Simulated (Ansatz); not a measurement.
# Beryllium, diamond under r²SCAN: ground state and equation of state

The plan for beryllium in the diamond structure: relax it, solve it on a dense k-mesh, switch on spin-orbit coupling, then scale the cell to 7 volumes from 88 to 112 % of the relaxed one and try a fit of the equation of state. The k-meshes are 12×12×12 for the relaxation; 18×18×18 for the dense run; 11×11×11 for spin-orbit coupling; 12×12×12 for the volumes.

This is Be in the diamond structure; at room conditions it is hcp.

Program: Ansatz 0.2.0. Level of theory: DFT r2SCAN, plane waves (500 eV) with PAW, scalar-relativistic; the PAW data stem from PBE, with regenerated cores. These are calculated values, not measurements.

### 1 The system as given

The structure is cubic, space group Fd-3m (No. 227). Conventional cell: a = 4.441 Å, b = 4.441 Å, c = 4.441 Å, α = 90.00°, β = 90.00°, γ = 90.00°. Around Be (site symmetry -43m) lie 4 Be at 1.92 Å.

Coordinates:

```cif
data_structure
_symmetry_space_group_name_H-M 'Fd-3m:1'
_symmetry_Int_Tables_number 227
_cell_length_a 4.4415
_cell_length_b 4.4415
_cell_length_c 4.4415
_cell_angle_alpha 90.000
_cell_angle_beta 90.000
_cell_angle_gamma 90.000
_cell_volume 87.62
loop_
_atom_site_label
_atom_site_type_symbol
_atom_site_symmetry_multiplicity
_atom_site_Wyckoff_symbol
_atom_site_fract_x
_atom_site_fract_y
_atom_site_fract_z
_atom_site_occupancy
Be1 Be 8 b 0.75000 0.75000 0.75000 1
```

### 2 Relaxation of the cell

Contents of input.yaml:

```yaml
crystal:
  lattice:
    - [0.0, 2.2207471934, 2.2207471934]
    - [2.2207471934, 0.0, 2.2207471934]
    - [2.2207471934, 2.2207471934, 0.0]
  atoms:
    - { symbol: Be, position: [0.125, 0.125, 0.125] }
    - { symbol: Be, position: [0.875, 0.875, 0.875] }
hamiltonian:
  xc: r2scan
  pseudopotentials:
    kind: paw
    azcp:
      Be: "pseudopotentials/Be.paw.azcp"
basis:
  ecutwfc: 500
  fft_grid_basis: typed
kpoints:
  mp_grid: { grid: [12, 12, 12], shift: [0, 0, 0] }
magnetization:
  spin_polarized: false
scf:
  occupations: { method: fermi_dirac, width: 0.1 }
relax:
  max_steps: 60
  f_tol: 0.01
  cell: {}
```

On the command line:

```sh
$ ansatz run input.yaml --threads 1 --pin off --max-ram 3584MiB --backend cpu --events-out ev --progress --plain --runs-dir out
```

After this run come: Single point on a dense mesh; A two-component run at the same geometry; Equation of state: 88 %; Equation of state: 92 %; Equation of state: 96 %; Equation of state: 100 %; Equation of state: 104 %; Equation of state: 108 %; Equation of state: 112 %.

Before running it: what results should come out? Wanted: space group; conventional cell; volume; shortest distance; gap on the mesh; relative to hcp; highest ELF outside the cores; V₀, B₀, B₀′.

The runs gave:

```
                      quantity                               value
space group (spins left aside)                     Fd-3m (No. 227)
             conventional cell                         a = 4.932 Å
                        volume                      14.996 Å³/atom
             shortest distance                             2.136 Å
               gap on the mesh        none (levels filled in part)
               relative to hcp                      +1717 meV/atom
 highest ELF outside the cores  0.88, 1.07 Å from the nearest atom
                   V₀, B₀, B₀′         14.990 Å³/atom, 43 GPa, 3.3
```

The relaxation enlarged the cell by 36.9 % in volume. Against the reference form of beryllium (hcp, computed apart with the same settings) it stands 1717 meV/atom higher, so it is far from stable. Levels at the Fermi energy are filled in part, as in a metal. The total energy of the spin-orbit run (on a coarser mesh) lies +1 meV/atom from the scalar one; mesh and treatment of the core enter this figure, so it is no spin-orbit energy. The fitted modulus is 43 GPa. Relaxation kept the symmetry; phonons were not checked.
